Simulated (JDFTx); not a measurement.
# HPbNO4 (P1) in JDFTx: reference runs

Reference runs on HPbNO4: the cell as given and a disturbed copy.

All numbers are computed with JDFTx 1.7.0 (patched build); they aren't measurements. Logs are shortened: lines on timing, memory, paths and dates and some standing lists are left out, and cuts for length are marked. The log counts tension as positive stress, the text compression.

### 1 The structure

The typed cell holds 7 atoms: a = 4.204 Å, b = 4.339 Å, c = 6.729 Å, α = 71.95°, β = 72.29°, γ = 62.23°.

The cell was built by a generator and needn't be a form met in nature.

### 2 Single point, PBE

The input, HPbNO4.in:

```
lattice \
    7.9353946343     3.6207152548     3.3275242465 \
    0.2100808533     7.3535290633     2.3670520464 \
    0.3177952424     0.2375007793    12.0425820854
coords-type Lattice
ion H      0.8914500000     0.6820200000     0.6279600000 1
ion Pb     0.1442600000     0.9287200000     0.8835200000 1
ion N      0.2567000000     0.2886100000     0.3017100000 1
ion O      0.8310800000     0.6505600000     0.7840500000 1
ion O      0.3869400000     0.2238000000     0.1129500000 1
ion O      0.3110400000     0.0357600000     0.4585600000 1
ion O      0.0772600000     0.6063300000     0.3227500000 1

ion-species pseudo/H.upf
ion-species pseudo/Pb.upf
ion-species pseudo/N.upf
ion-species pseudo/O.upf
elec-cutoff 42 336
elec-ex-corr gga-PBE
kpoint-folding 7 7 5
elec-smearing Fermi 0.0018374661
elec-n-bands 30
electronic-SCF nIterations 100 energyDiffThreshold 1e-09
electronic-minimize nIterations 30 energyDiffThreshold 1e-7
converge-empty-states yes
forces-output-coords Cartesian

dump-name run.$VAR
dump End Ecomponents EigStats BandEigs Kpoints Forces Stress ElecDensity Dtot KEdensity
```

Potentials or basis: PseudoDojo-SR-PBE-0.5-standard (H, N, O) + PseudoDojo-SR-PBE-0.4.1-standard (Pb) with smoothed tails.

Run with:

```console
> jdftx -c 1 -i HPbNO4.in -o HPbNO4.out
```

Output:

```text
*************** JDFTx 1.7.0 (patched build) ***************

Input parsed successfully to the following command list (including defaults):
[... the input with its defaults ...]

---------- Setting up symmetries ----------

Found 2 point-group symmetries of the bravais lattice
Found 1 space-group symmetries with basis
Applied RMS atom displacement 0 bohrs to make symmetries exact.

---------- Initializing the Grid ----------
R =
[      7.93539      3.62072      3.32752  ]
[     0.210081      7.35353      2.36705  ]
[     0.317795     0.237501      12.0426  ]
unit cell volume = 684.215
G =
[   0.808048  -0.393149  -0.145998  ]
[ -0.0163245   0.867846   -0.16607  ]
[ -0.0210019 -0.00674051   0.528875  ]
Minimum fftbox size, Smin = [  68  68  108  ]
Chosen fftbox size, S = [  70  70  108  ]

---------- Initializing tighter grid for wavefunction operations ----------
R =
[      7.93539      3.62072      3.32752  ]
[     0.210081      7.35353      2.36705  ]
[     0.317795     0.237501      12.0426  ]
unit cell volume = 684.215
G =
[   0.808048  -0.393149  -0.145998  ]
[ -0.0163245   0.867846   -0.16607  ]
[ -0.0210019 -0.00674051   0.528875  ]
Minimum fftbox size, Smin = [  48  48  76  ]
Chosen fftbox size, S = [  48  48  80  ]

---------- Exchange Correlation functional ----------
Initalized PBE GGA exchange.
Initalized PBE GGA correlation.

---------- Setting up pseudopotentials ----------
Width of ionic core gaussian charges (only for fluid interactions / plotting) set to 0

Reading pseudopotential file 'pseudo/H.upf':
  'H' pseudopotential, 'PBE' functional
  Generated using ONCVPSP code by D. R. Hamann
  1 valence electrons, 1 orbitals, 3 projectors, 1001 radial grid points, with lMax = 1
    1S    l: 0   occupation:  1.0   eigenvalue: -0.238602
  Core radius for overlap checks: 0.96 bohrs.

Reading pseudopotential file 'pseudo/Pb.upf':
  'Pb' pseudopotential, 'PBE' functional
  Generated using ONCVPSP code by D. R. Hamann
  14 valence electrons, 3 orbitals, 6 projectors, 1001 radial grid points, with lMax = 2
    5D    l: 2   occupation: 10.0   eigenvalue: -0.778248
    6S    l: 0   occupation:  2.0   eigenvalue: -0.442471
    6P    l: 1   occupation:  2.0   eigenvalue: -0.128539
  Core radius for overlap checks: 2.30 bohrs.

Reading pseudopotential file 'pseudo/N.upf':
  'N' pseudopotential, 'PBE' functional
  Generated using ONCVPSP code by D. R. Hamann
  5 valence electrons, 2 orbitals, 4 projectors, 1001 radial grid points, with lMax = 1
    2S    l: 0   occupation:  2.0   eigenvalue: -0.682907
    2P    l: 1   occupation:  3.0   eigenvalue: -0.260548
  Core radius for overlap checks: 1.31 bohrs.

Reading pseudopotential file 'pseudo/O.upf':
  'O' pseudopotential, 'PBE' functional
  Generated using ONCVPSP code by D. R. Hamann
  6 valence electrons, 2 orbitals, 5 projectors, 936 radial grid points, with lMax = 2
    2S    l: 0   occupation:  2.0   eigenvalue: -0.880572
    2P    l: 1   occupation:  4.0   eigenvalue: -0.331869
  Core radius for overlap checks: 1.39 bohrs.

Initialized 4 species with 7 total atoms.

Folded 1 k-points by 7x7x5 to 245 k-points.

---------- Setting up k-points, bands, fillings ----------
Adding inversion symmetry to k-mesh for non-inversion-symmetric unit cell.
Reduced to 123 k-points under symmetry.
Computing the number of bands and number of electrons
Calculating initial fillings.
nElectrons:  44.000000   nBands: 30   nStates: 123

----- Setting up reduced wavefunction bases (one per k-point) -----
average nbasis = 8894.731 , ideal nbasis = 8895.298

---------- Setting up ewald sum ----------
Optimum gaussian width for ewald sums = 2.554516 bohr.
Real space sum over 1089 unit cells with max indices [  5  5  4  ]
Reciprocal space sum over 3211 terms with max indices [  6  6  9  ]

---------- Allocating electronic variables ----------
Initializing wave functions:  linear combination of atomic orbitals
H pseudo-atom occupations:   s ( 1 )
Pb pseudo-atom occupations:   s ( 2 )  p ( 2 )  d ( 10 )
N pseudo-atom occupations:   s ( 2 )  p ( 3 )
O pseudo-atom occupations:   s ( 2 )  p ( 4 )
	FillingsUpdate:  mu: +0.271527366  nElectrons: 44.000000
LCAOMinimize: Iter:   0  F: -133.9836588193393823  |grad|_K:  4.112e-03  alpha:  1.000e+00
	FillingsUpdate:  mu: +0.227517463  nElectrons: 44.000000
LCAOMinimize: Iter:   1  F: -134.2590543706489257  |grad|_K:  2.471e-03  alpha:  1.656e-01  linmin: -4.735e-01  cgtest:  9.263e-01
LCAOMinimize: Encountered beta<0, resetting CG.
[... 18 lines of inner loops ...]
LCAOMinimize: Iter:   9  F: -134.3987146794469538  |grad|_K:  1.205e-06  alpha:  2.510e-01  linmin:  1.559e-04  cgtest: -4.639e-03
	FillingsUpdate:  mu: +0.173391903  nElectrons: 44.000000
LCAOMinimize: Iter:  10  F: -134.3987147321205384  |grad|_K:  7.050e-07  alpha:  6.144e-01  linmin:  1.196e-04  cgtest:  1.288e-04
LCAOMinimize: Converged (|Delta F|<1.000000e-06 for 2 iters).

-------- Electronic minimization -----------
Will mix electronic density at each iteration.
	FillingsUpdate:  mu: +0.173391903  nElectrons: 44.000000
	FillingsUpdate:  mu: +0.162283129  nElectrons: 44.000000
SCF: Cycle:  0   F: -134.741769777885850   dF: -3.431e-01   |Residual|: 3.633e-01   |deigs|: 3.068e-02
	FillingsUpdate:  mu: +0.160901817  nElectrons: 44.000000
SCF: Cycle:  1   F: -134.848005238660392   dF: -1.062e-01   |Residual|: 1.608e-01   |deigs|: 2.193e-02
	FillingsUpdate:  mu: +0.167955108  nElectrons: 44.000000
SCF: Cycle:  2   F: -134.854324037263439   dF: -6.319e-03   |Residual|: 6.661e-02   |deigs|: 7.032e-03
	FillingsUpdate:  mu: +0.170352320  nElectrons: 44.000000
SCF: Cycle:  3   F: -134.855088289126343   dF: -7.643e-04   |Residual|: 1.465e-02   |deigs|: 3.612e-03
	FillingsUpdate:  mu: +0.171474069  nElectrons: 44.000000
SCF: Cycle:  4   F: -134.855245909374503   dF: -1.576e-04   |Residual|: 5.215e-03   |deigs|: 1.472e-03
	FillingsUpdate:  mu: +0.172178098  nElectrons: 44.000000
SCF: Cycle:  5   F: -134.855288225487215   dF: -4.232e-05   |Residual|: 2.764e-03   |deigs|: 7.471e-04
	FillingsUpdate:  mu: +0.172750806  nElectrons: 44.000000
SCF: Cycle:  6   F: -134.855306386095492   dF: -1.816e-05   |Residual|: 1.491e-03   |deigs|: 6.244e-04
	FillingsUpdate:  mu: +0.172852896  nElectrons: 44.000000
SCF: Cycle:  7   F: -134.855310969204538   dF: -4.583e-06   |Residual|: 5.615e-04   |deigs|: 3.157e-04
	FillingsUpdate:  mu: +0.173016481  nElectrons: 44.000000
SCF: Cycle:  8   F: -134.855312386869969   dF: -1.418e-06   |Residual|: 2.295e-04   |deigs|: 1.765e-04
	FillingsUpdate:  mu: +0.173029595  nElectrons: 44.000000
SCF: Cycle:  9   F: -134.855312745962379   dF: -3.591e-07   |Residual|: 1.365e-04   |deigs|: 8.863e-05
	FillingsUpdate:  mu: +0.173019318  nElectrons: 44.000000
SCF: Cycle: 10   F: -134.855312928925912   dF: -1.830e-07   |Residual|: 6.063e-05   |deigs|: 7.794e-05
	FillingsUpdate:  mu: +0.173014171  nElectrons: 44.000000
SCF: Cycle: 11   F: -134.855313017504216   dF: -8.858e-08   |Residual|: 3.404e-05   |deigs|: 6.781e-05
	FillingsUpdate:  mu: +0.173011832  nElectrons: 44.000000
SCF: Cycle: 12   F: -134.855313063041933   dF: -4.554e-08   |Residual|: 2.175e-05   |deigs|: 6.077e-05
	FillingsUpdate:  mu: +0.173009767  nElectrons: 44.000000
SCF: Cycle: 13   F: -134.855313088728963   dF: -2.569e-08   |Residual|: 8.533e-06   |deigs|: 5.810e-05
	FillingsUpdate:  mu: +0.173009983  nElectrons: 44.000000
SCF: Cycle: 14   F: -134.855313102210488   dF: -1.348e-08   |Residual|: 1.516e-05   |deigs|: 5.309e-05
	FillingsUpdate:  mu: +0.173009717  nElectrons: 44.000000
SCF: Cycle: 15   F: -134.855313110168140   dF: -7.958e-09   |Residual|: 2.149e-05   |deigs|: 7.087e-05
	FillingsUpdate:  mu: +0.173010345  nElectrons: 44.000000
SCF: Cycle: 16   F: -134.855313114166108   dF: -3.998e-09   |Residual|: 4.112e-05   |deigs|: 6.595e-05
	FillingsUpdate:  mu: +0.173009707  nElectrons: 44.000000
SCF: Cycle: 17   F: -134.855313116685608   dF: -2.519e-09   |Residual|: 3.370e-05   |deigs|: 1.381e-04
	FillingsUpdate:  mu: +0.173009561  nElectrons: 44.000000
SCF: Cycle: 18   F: -134.855313117813239   dF: -1.128e-09   |Residual|: 2.665e-05   |deigs|: 8.241e-05
	FillingsUpdate:  mu: +0.173009532  nElectrons: 44.000000
SCF: Cycle: 19   F: -134.855313118287029   dF: -4.738e-10   |Residual|: 3.213e-05   |deigs|: 4.187e-05
	FillingsUpdate:  mu: +0.173009600  nElectrons: 44.000000
SCF: Cycle: 20   F: -134.855313118676179   dF: -3.892e-10   |Residual|: 2.861e-05   |deigs|: 4.974e-05
SCF: Converged (|Delta E|<1.000000e-09 for 2 iters).

Setting wave functions to eigenvectors of Hamiltonian
Converging empty states (this may take a while):
EmptyStates: None of the convergence criteria satisfied.
|deigs|: 4.397e-04

# Stress tensor in Cartesian coordinates [Eh/a0^3]:
[ -3.87855e-07 -1.24298e-06 -7.33896e-07  ]
[ -1.24298e-06 -2.12963e-07  5.79495e-07  ]
[ -7.33896e-07  5.79495e-07  7.51144e-06  ]

# Ionic positions in lattice coordinates:
ion H   0.891450000000000   0.682020000000000   0.627960000000000 1
ion Pb   0.144260000000000   0.928720000000000   0.883520000000000 1
ion N   0.256700000000000   0.288610000000000   0.301710000000000 1
ion O   0.831080000000000   0.650560000000000   0.784050000000000 1
ion O   0.386940000000000   0.223800000000000   0.112950000000000 1
ion O   0.311040000000000   0.035760000000000   0.458560000000000 1
ion O   0.077260000000000   0.606330000000000   0.322750000000000 1

# Forces in Cartesian coordinates:
force H  -0.000132042720908   0.000191063407067   0.003163248794528 1
force Pb   0.000040924726655   0.000321742590221   0.000266346830024 1
force N  -0.000020802896097  -0.000296316257070   0.000135525038583 1
force O   0.000085224389481  -0.000483931059085  -0.003413748372475 1
force O   0.000048002299802  -0.000152898075913  -0.000604419041020 1
force O   0.000016726172477  -0.000232681369769   0.000381790238755 1
force O  -0.000039401829659   0.000654128131888   0.000103206087527 1

# Energy components:
   Eewald =      -85.1497040162666821
       EH =       45.3791842988676422
     Eloc =     -128.1225867744976199
      Enl =      -25.6103003325233658
      Exc =      -39.9644006622915384
 Exc_core =       12.5053072259079574
       KE =       86.1071871421274722
-------------------------------------
     Etot =     -134.8553131186761789
       TS =        0.0000000000000090
-------------------------------------
        F =     -134.8553131186761789

IonicMinimize: Iter:   0  F: -134.855313118676179  |grad|_K:  1.053e-03
IonicMinimize: None of the convergence criteria satisfied after 0 iterations.

#--- Lowdin population analysis ---
# oxidation-state H +0.366
# oxidation-state Pb +1.011
# oxidation-state N +0.778
# oxidation-state O -0.730 -0.406 -0.357 -0.351

Dumping 'run.eigStats' ...
	eMin: -0.830555 at state 0 ( [ +0.000000 +0.000000 +0.000000 ] spin 0 )
	HOMO: +0.121839 at state 81 ( [ +0.285714 -0.285714 -0.400000 ] spin 0 )
	mu  : +0.173008
	LUMO: +0.224277 at state 76 ( [ +0.285714 -0.428571 -0.400000 ] spin 0 )
	eMax: +0.545730 at state 0 ( [ +0.000000 +0.000000 +0.000000 ] spin 0 )
	HOMO-LUMO gap: +0.102437
	Optical gap  : +0.103339 at state 76 ( [ +0.285714 -0.428571 -0.400000 ] spin 0 )
WARNING: the last solve of the electrons (or of bands or displaced states from it) ended unconverged.
Done!
[note: mu as printed may lie anywhere between the filled and the empty levels]
```

Run time: 22 min. Hardware: 1 thread of Intel Xeon 6975P-C (Granite Rapids), shared host; peak memory 1.9 GiB.

Results:

| Property | Result |
| --- | --- |
| Free energy | -3669.6000 eV |
| Pressure | -0.1 GPa |
| Largest force | 0.177 eV/Å |
| Band gap on the k mesh | 2.79 eV, indirect (least direct gap 2.81 eV) |
| Loewdin charges | H +0.37; Pb +1.01; N +0.78; O -0.73, -0.41, -0.36, -0.35 e |

Forces on the atoms (eV/Å):
```
H   -0.007  0.010  0.163
Pb   0.002  0.017  0.014
N   -0.001 -0.015  0.007
O    0.004 -0.025 -0.176
O    0.002 -0.008 -0.031
O    0.001 -0.012  0.020
O   -0.002  0.034  0.005
```

Levels at points of the mesh, in eV from the valence-band top:
```
           k point  band 19  band 20  band 21  band 22  band 23  band 24  band 25  band 26
(0.00, 0.00, 0.00)    -2.05    -1.57    -1.36    -0.74     3.53     4.31     5.46     6.21
```

Caveat: the empty levels aren't tightly converged; spin-orbit coupling is left out, which as a rule narrows the gap of such compounds by several tenths of an eV; an odd mesh through Γ misses points on the zone boundary, where band edges often lie.

### 3 Single point, PBE (atoms moved at random, drawn with an rms of 0.05 Å)

The input, HPbNO4.in:

```
lattice \
    7.9353946343     3.6207152548     3.3275242465 \
    0.2100808533     7.3535290633     2.3670520464 \
    0.3177952424     0.2375007793    12.0425820854
coords-type Lattice
ion H      0.8803710000     0.6708160000     0.6330100000 1
ion Pb     0.1431670000     0.9173500000     0.8872320000 1
ion N      0.2654220000     0.2940130000     0.3016790000 1
ion O      0.8388650000     0.6433510000     0.7809620000 1
ion O      0.3807360000     0.2099890000     0.1130200000 1
ion O      0.3095260000     0.0467670000     0.4579540000 1
ion O      0.0667080000     0.6029240000     0.3209610000 1

ion-species pseudo/H.upf
ion-species pseudo/Pb.upf
ion-species pseudo/N.upf
ion-species pseudo/O.upf
elec-cutoff 42 336
elec-ex-corr gga-PBE
kpoint-folding 7 7 5
elec-smearing Fermi 0.0018374661
elec-n-bands 30
electronic-SCF nIterations 100 energyDiffThreshold 1e-09
electronic-minimize nIterations 30 energyDiffThreshold 1e-7
converge-empty-states yes
forces-output-coords Cartesian

dump-name run.$VAR
dump End Ecomponents EigStats BandEigs Kpoints Forces Stress ElecDensity Dtot KEdensity
```

Potentials or basis: PseudoDojo-SR-PBE-0.5-standard (H, N, O) + PseudoDojo-SR-PBE-0.4.1-standard (Pb) with smoothed tails.

Run with:

```console
> jdftx -c 1 -i HPbNO4.in -o HPbNO4.out
```

Wall time 37 min (1 thread of Intel Xeon 6975P-C (Granite Rapids), shared host); peak memory 1.9 GiB.

It converged, with:

* Free energy: -3669.4155 eV
* Pressure: 2.1 GPa
* Largest force: 2.519 eV/Å
* Band gap on the k mesh: 2.78 eV, indirect (least direct gap 2.80 eV)
* Loewdin charges: H +0.38; Pb +1.01; N +0.78; O -0.74, -0.43, -0.35, -0.33 e

Forces on the atoms (eV/Å):
```
H    0.056 -0.105 -2.134
Pb   0.010  0.035 -0.059
N   -1.716 -1.648 -0.828
O   -0.108  0.138  2.201
O    0.659  0.790  0.292
O    0.651 -0.668  0.869
O    0.447  1.458 -0.340
```

Stress tensor (GPa, compression positive):
```
-0.39 -0.49  0.14
-0.49  2.60 -1.96
 0.14 -1.96  4.15
```

Levels at points of the mesh, in eV from the valence-band top:
```tsv
k point	band 18	band 19	band 20	band 21	band 22	band 23	band 24	band 25	band 26
(0.00, 0.00, 0.00)	-2.01	-1.92	-1.50	-1.29	-0.69	3.44	4.33	5.47	6.28
```

Caveat: the empty levels aren't tightly converged; spin-orbit coupling is left out, which as a rule narrows the gap of such compounds by several tenths of an eV; an odd mesh through Γ misses points on the zone boundary, where band edges often lie.
